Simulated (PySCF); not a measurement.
# Cl6W ([WCl6]-): the cost of one run

Programs: PySCF 2.14.0, with routines of our own; each step states its level. All values are computed. Atoms count from 0.

## 1. The system as given

7 atoms, charge -1, states of the metal's open shell are computed; geometry from: model start, shaken.

## 2. Geometry optimisation at PBE0-D3(BJ)/def2-SVP

The job: settings as JSON, then the geometry in Å.

```
{"job": {"xc": "PBE0", "basis": "def2-SVP", "d3": "d3bj", "grid": 1, "maxiter": 45, "kind": "geom"}, "charge": -1, "metal": "W", "open_shell": "d1"}
W      0.000020     0.004480    -0.004110
Cl    -0.013360    -0.006820     2.315130
Cl     0.000900     0.020100    -2.337380
Cl     2.320690     0.007350     0.005350
Cl    -2.328420    -0.013960    -0.000440
Cl     0.010430     2.309840    -0.006860
Cl    -0.028520    -2.349340    -0.027630
```

Run with:

```sh
$ OMP_NUM_THREADS=1 python lf_run.py task.json out
```

The driver reads the jobs from task.json and runs them one after another.

Q: Estimate the wall time and peak memory of this first job on 1 thread of Arm Neoverse V2, shared host.

About 6.8 min, with a peak of 0.76 GiB.
